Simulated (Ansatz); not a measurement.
# Nickel, diamond under r²SCAN: from relaxation to bulk modulus

Aim: take nickel in the diamond structure, relax it, solve it on a dense k-mesh, switch on spin-orbit coupling, then scale the cell to 7 volumes from 88 to 112 % of the relaxed one and try a fit of the equation of state. The k-meshes are 11×11×11 for the relaxation; 18×18×18 for the dense run; 11×11×11 for spin-orbit coupling; 12×12×12 for the volumes.

This is Ni in the diamond structure; at room conditions it is fcc.

Program: Ansatz 0.2.0. Level of theory: DFT r2SCAN, plane waves (500 eV) with PAW, scalar-relativistic; PBE-made PAW files. These are calculated values, not measurements.

**1. The system as given**

The structure is cubic, space group Fd-3m (No. 227). Conventional cell: a = 4.907 Å, b = 4.907 Å, c = 4.907 Å, α = 90.00°, β = 90.00°, γ = 90.00°. Ni (site symmetry -43m) is surrounded by 4 Ni at 2.12 Å.

As a file:

```cif
data_structure
_symmetry_space_group_name_H-M 'P 1'
_symmetry_Int_Tables_number 1
_cell_length_a 3.4697
_cell_length_b 3.4697
_cell_length_c 3.4697
_cell_angle_alpha 60.000
_cell_angle_beta 60.000
_cell_angle_gamma 60.000
_cell_volume 29.54
loop_
_atom_site_label
_atom_site_type_symbol
_atom_site_fract_x
_atom_site_fract_y
_atom_site_fract_z
_atom_site_occupancy
Ni1 Ni 0.12500 0.12500 0.12500 1
Ni2 Ni 0.87500 0.87500 0.87500 1
```

**2. Geometry optimisation**

Contents of input.yaml:

```yaml
crystal:
  lattice:
    - [0.0, 2.4534603088, 2.4534603088]
    - [2.4534603088, 0.0, 2.4534603088]
    - [2.4534603088, 2.4534603088, 0.0]
  atoms:
    - { symbol: Ni, position: [0.125, 0.125, 0.125] }
    - { symbol: Ni, position: [0.875, 0.875, 0.875] }
hamiltonian:
  xc: r2scan
  pseudopotentials:
    kind: paw
    azcp:
      Ni: "pseudopotentials/Ni.paw.azcp"
basis:
  ecutwfc: 500
  fft_grid_basis: typed
kpoints:
  mp_grid: { grid: [11, 11, 11], shift: [0, 0, 0] }
magnetization:
  spin_polarized: false
scf:
  occupations: { method: fermi_dirac, width: 0.1 }
relax:
  max_steps: 60
  f_tol: 0.01
  cell: {}
```

The run is started by

```console
> ansatz run input.yaml --threads 1 --pin off --max-ram 3584MiB --backend cpu --events-out ev --progress --plain --runs-dir out
```

Further steps of the session: Single point on a dense mesh; With spin-orbit coupling; The cell scaled to 88 % of its volume; The cell scaled to 92 % of its volume; The cell scaled to 96 % of its volume; The cell scaled to 100 % of its volume; The cell scaled to 104 % of its volume; The cell scaled to 108 % of its volume; The cell scaled to 112 % of its volume.

**Question.** What will these runs give? Wanted: space group; conventional cell; volume; shortest distance; gap on the mesh; relative to fcc, ferromagnetic; V₀, B₀, B₀′.

**Answer**, as computed:

| quantity | value |
| --- | --- |
| space group (spins left aside) | Fd-3m (No. 227) |
| conventional cell | a = 5.014 Å |
| volume | 15.760 Å³/atom |
| shortest distance | 2.171 Å |
| gap on the mesh | none (levels filled in part) |
| relative to fcc, ferromagnetic | +1439 meV/atom |
| V₀, B₀, B₀′ | 15.704 Å³/atom, 106 GPa, 4.8 |

What this shows: From the guessed start the volume grew by 6.7 % in 7 steps. Against the reference form of nickel (fcc, ferromagnetic, computed apart with the same settings) it stands 1439 meV/atom higher; part of this is magnetic energy, as this run has no moments. No gap shows: it is a metal or semimetal at this level. The total energy of the spin-orbit run lies +1.5 eV/atom from the scalar one, but the two kinds of run don't share a zero of energy: only differences within one kind count. The fitted modulus is 106 GPa. The symmetry was held, so the structure may be unstable against distortions that break it.
